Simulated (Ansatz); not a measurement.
# CoCH₃+ (sextet): the correlation ladder, def2-SVP

The task here is to estimate one member of a computed series from the others.

Program: Ansatz 0.2.0, Gaussian basis. Level of theory: def2-SVP, core rule «outside noble gas», up to 10 orbitals frozen. These are calculated values, not measurements.

The runs, in order: UHF; CCSD(T) on ROHF; CCSD(T) on UHF; CISD; CCSDT(Q) on ROHF; CCSDT(Q) on UHF; CASSCF and MRCISD+Q, 15 electrons in 13 orbitals; CASSCF and NEVPT2, 15 electrons in 13 orbitals.

6 further runs of the same task are left out: 1 for a known fault of the program, 5 set aside as unsound or not needed.

## The system

The geometry is a PBE0/def2-TZVP stationary point (not a proven minimum) of the parent state, kept for this charge and spin.

5 atoms, charge 1, spin multiplicity 6.

Atoms are counted from 1 here; the program's logs count them from 0.

Bond lengths: Co1–C2 2.007 Å, C2–H3 1.096 Å, C2–H4 1.096 Å, C2–H5 1.096 Å. Angles: Co1–C2–H3 110.6°, Co1–C2–H4 110.6°, Co1–C2–H5 110.6°, H3–C2–H4 108.3°, H3–C2–H5 108.3°, H4–C2–H5 108.3°.

Coordinates:

```
Co   -0.4237    0.0034    0.0025
C     1.5834   -0.0126   -0.0093
H     1.9615   -1.0411   -0.0064
H     1.9789    0.5015    0.8740
H     1.9684    0.4927   -0.9022
```

Set-up of the first run:

Contents of in.yaml:

```yaml
crystal:
  periodic: [false, false, false]
  atoms:
    - {symbol: Co, position_ang: [-0.423748, 0.003371, 0.002483]}
    - {symbol: C, position_ang: [1.583352, -0.012598, -0.009277]}
    - {symbol: H, position_ang: [1.961456, -1.041141, -0.006411]}
    - {symbol: H, position_ang: [1.978888, 0.501465, 0.873992]}
    - {symbol: H, position_ang: [1.968411, 0.492665, -0.902201]}
basis:
  gaussian: {orbitals: def2-SVP}
total_charge: 1
magnetization: {spin_polarized: true, initial_magnetization: 5}
hamiltonian: {xc: hf}
output: {orbitals: {seedname: orbitals}}
```

Command:

```
ansatz run in.yaml --threads 1 --pin off --events-out ev --progress --plain --max-ram 3968MiB --backend cpu
```

Steps of the session up to this table: UHF; CCSD(T) on ROHF; CCSD(T) on UHF; CISD; CCSDT(Q) on ROHF; CCSDT(Q) on UHF; CASSCF and MRCISD+Q, 15 electrons in 13 orbitals; CASSCF and NEVPT2, 15 electrons in 13 orbitals.

One table of the session follows, with a row left open; its other results are not shown here.

```
          method  from RCCSDT(Q) (meV)
            ROHF               +7975.0
             UHF               +7770.8
            RMP2                +908.2
            UMP2                +809.7
            CISD                +704.5
           RCCSD                +209.9
           UCCSD                     ?
        RCCSD(T)                 +20.6
        UCCSD(T)                 -72.0
          RCCSDT                  -5.6
          UCCSDT                 -98.3
       RCCSDT(Q)                     0
       UCCSDT(Q)                 -95.5
  CASSCF valence               +6388.7
  NEVPT2 valence               +1311.0
  MRCISD valence                +500.3
MRCISD+Q valence                +148.4
```

Q: Estimate the row for UCCSD from the others.

**Answer.** from RCCSDT(Q) (meV): +115.0. In the column «from RCCSDT(Q) (meV)» it lies between RCCSD(T) (+20.6) and MRCISD+Q valence (+148.4).

To keep in mind: Restricted and unrestricted rows rest on different reference determinants; where their highest levels disagree by more than a few hundredths of an eV, they describe different states and don't form one ladder.
